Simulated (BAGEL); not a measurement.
**BNH3ClO (SMILES NB(O)Cl): a chain of runs**

We compute the energy (HF/def2-SV(P)), then a single-point energy (NEVPT2(2,2)/def2-SV(P)), then a single-point energy (CASPT2(2,2)/def2-SV(P)) of BNH3ClO. 

The calculation is run with BAGEL 1.2.2.

2 further runs of the same task are left out: 2 set aside as unsound or not needed.

## 1. The system as given

The species is BNH3ClO (7 atoms), meant as a singlet with charge 0. As SMILES, `NB(O)Cl`. The B2–Cl4 distance was set to 2.861 Å, away from the relaxed value. At this shape a bond of the SMILES string is far longer than usual.

Bond lengths: N1–B2 1.393 Å, B2–O3 1.360 Å, N1–H5 1.002 Å, N1–H6 1.005 Å, O3–H7 0.959 Å. Angles: N1–B2–O3 120.7°, B2–N1–H5 122.9°, B2–N1–H6 121.7°, B2–O3–H7 113.0°, H5–N1–H6 115.4°. A long bond or contact: B2–Cl4 2.861 Å.

## 2. The energy at HF/def2-SV(P) (density fitting with svp-jkfit) (run 1)

File input.json:

```json
{ "bagel": [

{
  "title": "molecule",
  "basis": "def2-sv_p_.json",
  "df_basis": "svp-jkfit",
  "angstrom": "true",
  "geometry": [
    { "atom": "N", "xyz": [   -0.141549,    1.689621,    0.691881 ] },
    { "atom": "B", "xyz": [    0.439451,    0.425321,    0.622981 ] },
    { "atom": "O", "xyz": [    1.475551,    0.090821,    1.438681 ] },
    { "atom": "Cl", "xyz": [   -0.570000,   -1.477100,   -1.260400 ] },
    { "atom": "H", "xyz": [   -0.905649,    1.970721,    0.107181 ] },
    { "atom": "H", "xyz": [    0.184251,    2.385121,    1.339681 ] },
    { "atom": "H", "xyz": [    1.789351,   -0.803979,    1.297781 ] }
  ]
},
{ "title": "hf", "charge": 0 },
{ "title": "print", "file": "orbitals.molden", "orbitals": "true" }

]}
```

The basis set def2-SV(P) is read from a file made from the Basis Set Exchange's data (not shown).

The run is started by

```
$ BAGEL_NUM_THREADS=1 BAGEL input.json > input.out
```

Standard output:

```text
* using 1 threads per process

  ===============================================================
  ===============================================================

  *** Geometry ***

  { "atom" : "N", "xyz" : [     -0.267489,      3.192921,      1.307466 ] },
  { "atom" : "B", "xyz" : [      0.830442,      0.803740,      1.177263 ] },
  { "atom" : "O", "xyz" : [      2.788387,      0.171627,      2.718713 ] },
  { "atom" : "Cl", "xyz" : [     -1.077144,     -2.791314,     -2.381811 ] },
  { "atom" : "H", "xyz" : [     -1.711429,      3.724123,      0.202543 ] },
  { "atom" : "H", "xyz" : [      0.348184,      4.507225,      2.531630 ] },
  { "atom" : "H", "xyz" : [      3.381383,     -1.519300,      2.452451 ] },

  Number of auxiliary basis functions:      411

  Since a DF basis is specified, we compute 2- and 3-index integrals:
    o Being stored without compression. Storage requirement is 0.014 GB

  Number of basis functions:       66
  Number of electrons      :       40

    * METHOD: MOLECULE                             0.11

  *** RHF ***

  === Nuclear Repulsion ===
   120.2152922487

      * DIIS with orbital gradients will be used.

  === RHF iteration (def2-sv_p_.json) ===
      0       -614.75684259          0.02348515           0.03
      1       -614.92129447          0.01448389           0.03
      2       -614.98350986          0.00183187           0.03
      3       -614.98537353          0.00065350           0.03
      4       -614.98561477          0.00022089           0.03
      5       -614.98565005          0.00006784           0.03
      6       -614.98565612          0.00002444           0.03
      7       -614.98565688          0.00000639           0.03
      8       -614.98565691          0.00000274           0.03
      9       -614.98565692          0.00000094           0.03
     10       -614.98565692          0.00000046           0.03
     11       -614.98565692          0.00000015           0.03
     12       -614.98565692          0.00000006           0.03
     13       -614.98565692          0.00000003           0.03
     14       -614.98565692          0.00000001           0.03
     15       -614.98565692          0.00000000           0.03
    * SCF iteration converged.

    * Permanent dipole moment:
           (   -0.694494,    -1.753832,    -1.513003) a.u.

    * METHOD: HF                                   0.59

    * METHOD: PRINT                                0.01

  ===============================================================
```

Run time: 0.89 s. Hardware: 1 thread of Arm Neoverse V2, shared host; peak memory 0.14 GiB.

## 3. A single-point energy at NEVPT2(2,2)/def2-SV(P) (density fitting with svp-jkfit) (run 2)

File calc.json:

```json
{ "bagel": [

{
  "title": "molecule",
  "basis": "def2-sv_p_.json",
  "df_basis": "svp-jkfit",
  "angstrom": true,
  "geometry": [
    { "atom": "N", "xyz": [      -0.141549,       1.689621,       0.691881 ] },
    { "atom": "B", "xyz": [       0.439451,       0.425321,       0.622981 ] },
    { "atom": "O", "xyz": [       1.475551,       0.090821,       1.438681 ] },
    { "atom": "Cl", "xyz": [      -0.570000,      -1.477100,      -1.260400 ] },
    { "atom": "H", "xyz": [      -0.905649,       1.970721,       0.107181 ] },
    { "atom": "H", "xyz": [       0.184251,       2.385121,       1.339681 ] },
    { "atom": "H", "xyz": [       1.789351,      -0.803979,       1.297781 ] }
  ]
},

{
  "title": "hf"
},

{
  "title": "nevpt2",
  "nstate": 1,
  "nact": 2,
  "nclosed": 19,
  "active": [18, 21],
  "maxiter": 200,
  "natocc": true,
  "ncore": 8
},

{
  "title": "print",
  "file": "orbitals.molden",
  "orbitals": true
}

]}
```

The basis set def2-SV(P) is read from a file made from the Basis Set Exchange's data (not shown).

The run is started by

```
$ BAGEL_NUM_THREADS=1 BAGEL calc.json > calc.out
```

Standard output:

```text
* using 1 threads per process

  ===============================================================
  ===============================================================

  *** Geometry ***

  { "atom" : "N", "xyz" : [     -0.267489,      3.192921,      1.307466 ] },
  { "atom" : "B", "xyz" : [      0.830442,      0.803740,      1.177263 ] },
  { "atom" : "O", "xyz" : [      2.788387,      0.171627,      2.718713 ] },
  { "atom" : "Cl", "xyz" : [     -1.077144,     -2.791314,     -2.381811 ] },
  { "atom" : "H", "xyz" : [     -1.711429,      3.724123,      0.202543 ] },
  { "atom" : "H", "xyz" : [      0.348184,      4.507225,      2.531630 ] },
  { "atom" : "H", "xyz" : [      3.381383,     -1.519300,      2.452451 ] },

  Number of auxiliary basis functions:      411

  Since a DF basis is specified, we compute 2- and 3-index integrals:
    o Being stored without compression. Storage requirement is 0.014 GB

  Number of basis functions:       66
  Number of electrons      :       40

    * METHOD: MOLECULE                             0.13

  *** RHF ***

  === Nuclear Repulsion ===
   120.2152922487

      * DIIS with orbital gradients will be used.

  === RHF iteration (def2-sv_p_.json) ===
      0       -614.75684259          0.02348515           0.03
      1       -614.92129447          0.01448389           0.03
      2       -614.98350986          0.00183187           0.03
      3       -614.98537353          0.00065350           0.03
      4       -614.98561477          0.00022089           0.03
      5       -614.98565005          0.00006784           0.03
      6       -614.98565612          0.00002444           0.03
      7       -614.98565688          0.00000639           0.03
      8       -614.98565691          0.00000274           0.03
      9       -614.98565692          0.00000094           0.03
     10       -614.98565692          0.00000046           0.03
     11       -614.98565692          0.00000015           0.03
     12       -614.98565692          0.00000006           0.03
     13       -614.98565692          0.00000003           0.03
     14       -614.98565692          0.00000001           0.03
     15       -614.98565692          0.00000000           0.03
    * SCF iteration converged.

    * Permanent dipole moment:
           (   -0.694494,    -1.753832,    -1.513003) a.u.

    * METHOD: HF                                   0.55

    * freezing 8 orbitals
  ---------------------------
      CASSCF calculation
  ---------------------------

    ==== Active orbitals : =====
         Orbital 18
         Orbital 21
    ============================

    * nstate   :      1
    * nclosed  :     19
    * nact     :      2
    * nvirt    :     45
  === CASSCF iteration (def2-sv_p_.json) ===

    * Using the second-order algorithm

      0  0      -615.00055534     4.14e-03      0.01

      1  0      -615.01111506     1.34e-03      0.17

      2  0      -615.01206060     8.50e-04      0.18

      3  0      -615.01219516     3.75e-04      0.20

      4  0      -615.01221807     1.55e-04      0.17

      5  0      -615.01222188     6.28e-05      0.17

      6  0      -615.01222251     2.53e-05      0.17

      7  0      -615.01222261     1.02e-05      0.18

      8  0      -615.01222263     4.11e-06      0.17

      9  0      -615.01222263     1.66e-06      0.18

     10  0      -615.01222263     6.67e-07      0.17

     11  0      -615.01222263     2.69e-07      0.17

     12  0      -615.01222263     1.08e-07      0.16

     13  0      -615.01222263     4.35e-08      0.15

     14  0      -615.01222263     1.75e-08      0.14

     15  0      -615.01222263     7.04e-09      0.14

    * Second-order optimization converged. *

     guess   0:   closed 1.                   open ..

  === FCI iteration ===

      0  0      -614.97822688     6.81e-02      0.00
      1  0      -615.00678047     1.94e-02      0.00
      2  0 *    -615.01222263     2.09e-16      0.00

     * ci vector, state   0, <S^2> = 0.0000
       2.     0.9678946333
       .2    -0.2513562788

  === DF-NEVPT2 calculation ===

    * 3-index integral transformation done
    * assembly done

      NEVPT2 correlation energy:   -0.5298262388      0.08

          (+0)     -0.4435697650
          (+0)'    -0.0203913373
          (+1)     -0.0214896804
          (+1)'    -0.0000000000
          (+2)     -0.0006672434
          (-1)     -0.0403629039
          (-1)'     0.0000000000
          (-2)     -0.0033453087

      NEVPT2 total energy:       -615.5420488670

    * METHOD: NEVPT2                               2.74

    * METHOD: PRINT                                0.01

  ===============================================================
```

Wall time 3.6 s (1 thread of Arm Neoverse V2, shared host); peak memory 0.14 GiB.

## 4. The energy at CASPT2(2,2)/def2-SV(P) (density fitting with svp-jkfit) (run 3)

File input.json:

```json
{ "bagel" : [

{
  "title" : "molecule",
  "basis" : "def2-sv_p_.json",
  "df_basis" : "svp-jkfit",
  "angstrom" : true,
  "geometry" : [
    { "atom" : "N", "xyz" : [      -0.141549,       1.689621,       0.691881 ] },
    { "atom" : "B", "xyz" : [       0.439451,       0.425321,       0.622981 ] },
    { "atom" : "O", "xyz" : [       1.475551,       0.090821,       1.438681 ] },
    { "atom" : "Cl", "xyz" : [      -0.570000,      -1.477100,      -1.260400 ] },
    { "atom" : "H", "xyz" : [      -0.905649,       1.970721,       0.107181 ] },
    { "atom" : "H", "xyz" : [       0.184251,       2.385121,       1.339681 ] },
    { "atom" : "H", "xyz" : [       1.789351,      -0.803979,       1.297781 ] }
  ]
},

{
  "title" : "hf",
  "charge" : 0
},

{
  "title" : "casscf",
  "nstate" : 1,
  "nact" : 2,
  "nclosed" : 19,
  "charge" : 0,
  "active" : [18, 21],
  "maxiter" : 200,
  "natocc" : true
},

{
  "title" : "print",
  "file" : "orbitals.molden",
  "orbitals" : true
},

{
  "title" : "smith",
  "method" : "caspt2",
  "ms" : true,
  "xms" : true,
  "sssr" : true,
  "shift" : 0.2,
  "shift_imag" : true,
  "ncore" : 8
}

]}
```

The basis set def2-SV(P) is read from a file made from the Basis Set Exchange's data (not shown).

The run is started by

```
$ BAGEL_NUM_THREADS=1 BAGEL input.json > input.out
```

Standard output:

```text
* using 1 threads per process

  ===============================================================
  ===============================================================

  *** Geometry ***

  { "atom" : "N", "xyz" : [     -0.267489,      3.192921,      1.307466 ] },
  { "atom" : "B", "xyz" : [      0.830442,      0.803740,      1.177263 ] },
  { "atom" : "O", "xyz" : [      2.788387,      0.171627,      2.718713 ] },
  { "atom" : "Cl", "xyz" : [     -1.077144,     -2.791314,     -2.381811 ] },
  { "atom" : "H", "xyz" : [     -1.711429,      3.724123,      0.202543 ] },
  { "atom" : "H", "xyz" : [      0.348184,      4.507225,      2.531630 ] },
  { "atom" : "H", "xyz" : [      3.381383,     -1.519300,      2.452451 ] },

  Number of auxiliary basis functions:      411

  Since a DF basis is specified, we compute 2- and 3-index integrals:
    o Being stored without compression. Storage requirement is 0.014 GB

  Number of basis functions:       66
  Number of electrons      :       40

    * METHOD: MOLECULE                             0.11

  *** RHF ***

  === Nuclear Repulsion ===
   120.2152922487

      * DIIS with orbital gradients will be used.

  === RHF iteration (def2-sv_p_.json) ===
      0       -614.75684259          0.02348515           0.03
      1       -614.92129447          0.01448389           0.03
      2       -614.98350986          0.00183187           0.03
      3       -614.98537353          0.00065350           0.03
      4       -614.98561477          0.00022089           0.03
      5       -614.98565005          0.00006784           0.03
      6       -614.98565612          0.00002444           0.03
      7       -614.98565688          0.00000639           0.03
      8       -614.98565691          0.00000274           0.03
      9       -614.98565692          0.00000094           0.03
     10       -614.98565692          0.00000046           0.03
     11       -614.98565692          0.00000015           0.03
     12       -614.98565692          0.00000006           0.03
     13       -614.98565692          0.00000003           0.03
     14       -614.98565692          0.00000001           0.03
     15       -614.98565692          0.00000000           0.03
    * SCF iteration converged.

    * Permanent dipole moment:
           (   -0.694494,    -1.753832,    -1.513003) a.u.

    * METHOD: HF                                   0.56

  ---------------------------
      CASSCF calculation
  ---------------------------

    ==== Active orbitals : =====
         Orbital 18
         Orbital 21
    ============================

    * nstate   :      1
    * nclosed  :     19
    * nact     :      2
    * nvirt    :     45
  === CASSCF iteration (def2-sv_p_.json) ===

    * Using the second-order algorithm

      0  0      -615.00055534     4.14e-03      0.01

      1  0      -615.01111506     1.34e-03      0.18

      2  0      -615.01206060     8.50e-04      0.17

      3  0      -615.01219516     3.75e-04      0.19

      4  0      -615.01221807     1.55e-04      0.17

      5  0      -615.01222188     6.28e-05      0.17

      6  0      -615.01222251     2.53e-05      0.17

      7  0      -615.01222261     1.02e-05      0.17

      8  0      -615.01222263     4.11e-06      0.17

      9  0      -615.01222263     1.66e-06      0.17

     10  0      -615.01222263     6.67e-07      0.16

     11  0      -615.01222263     2.69e-07      0.16

     12  0      -615.01222263     1.08e-07      0.15

     13  0      -615.01222263     4.35e-08      0.15

     14  0      -615.01222263     1.75e-08      0.14

     15  0      -615.01222263     7.04e-09      0.13

    * Second-order optimization converged. *

     guess   0:   closed 1.                   open ..

  === FCI iteration ===

      0  0      -614.97822688     6.81e-02      0.00
      1  0      -615.00678047     1.94e-02      0.00
      2  0 *    -615.01222263     2.09e-16      0.00

     * ci vector, state   0, <S^2> = 0.0000
       2.     0.9678946333
       .2    -0.2513562788

    * METHOD: CASSCF                               2.53

    * METHOD: PRINT                                0.01

  === SMITH program ===

    * freezing 8 orbitals

    * Approximate memory requirement for SMITH calulation per MPI process:
      o Storage requirement for T-amplitude, lambda, and residual is 0.01 GB
      o Storage requirement for MO integrals is 0.00 GB
    * Calculating and saving rdm4f

    * Zeroth order energy : state  0       -0.6977796657

    * CASPT2 iteration is performed using orthogonal basis

      -------------------------------------------  CASPT2 iteration  ---------------------------------------------------
       #      aibj      arbs      arbi      airj      risj      airs      arst      rist         Etot      error   time
      ------------------------------------------------------------------------------------------------------------------

       0  -0.44237  -0.00399  -0.04123  -0.02244  -0.00088  -0.01845  -0.00000  -0.00000   -0.5293576  0.0010022   0.04
       1  -0.44242  -0.00400  -0.04127  -0.02254  -0.00090  -0.01859  -0.00000  -0.00000   -0.5297238  0.0000944   0.04
       2  -0.44242  -0.00400  -0.04127  -0.02254  -0.00090  -0.01859  -0.00000  -0.00000   -0.5297277  0.0000113   0.04
       3  -0.44242  -0.00400  -0.04127  -0.02254  -0.00090  -0.01859  -0.00000  -0.00000   -0.5297278  0.0000015   0.04
       4  -0.44242  -0.00400  -0.04127  -0.02254  -0.00090  -0.01859   0.00000  -0.00000   -0.5297278  0.0000002   0.04

      ------------------------------------------------------------------------------------------------------------------

    * CASPT2 energy : state  0     -615.5442460539
        w/o shift correction       -615.5419503884
        reference weight              0.8608622297

    * METHOD: SMITH                                0.31

  ===============================================================
```

It took 3.9 s on 1 thread of Arm Neoverse V2, shared host; peak memory 0.14 GiB.

## 5. Summary of results

```
                                   quantity          value
         run 1, HF/def2-SV(P): total energy  -614.98566 Eh
        run 1, HF/def2-SV(P): dipole moment         6.15 D
          run 1, HF/def2-SV(P): HOMO energy      -10.12 eV
          run 1, HF/def2-SV(P): LUMO energy        0.76 eV
        run 1, HF/def2-SV(P): HOMO–LUMO gap       10.88 eV
run 2, NEVPT2(2,2)/def2-SV(P): total energy  -615.54205 Eh
run 3, CASPT2(2,2)/def2-SV(P): total energy  -615.54425 Eh
```
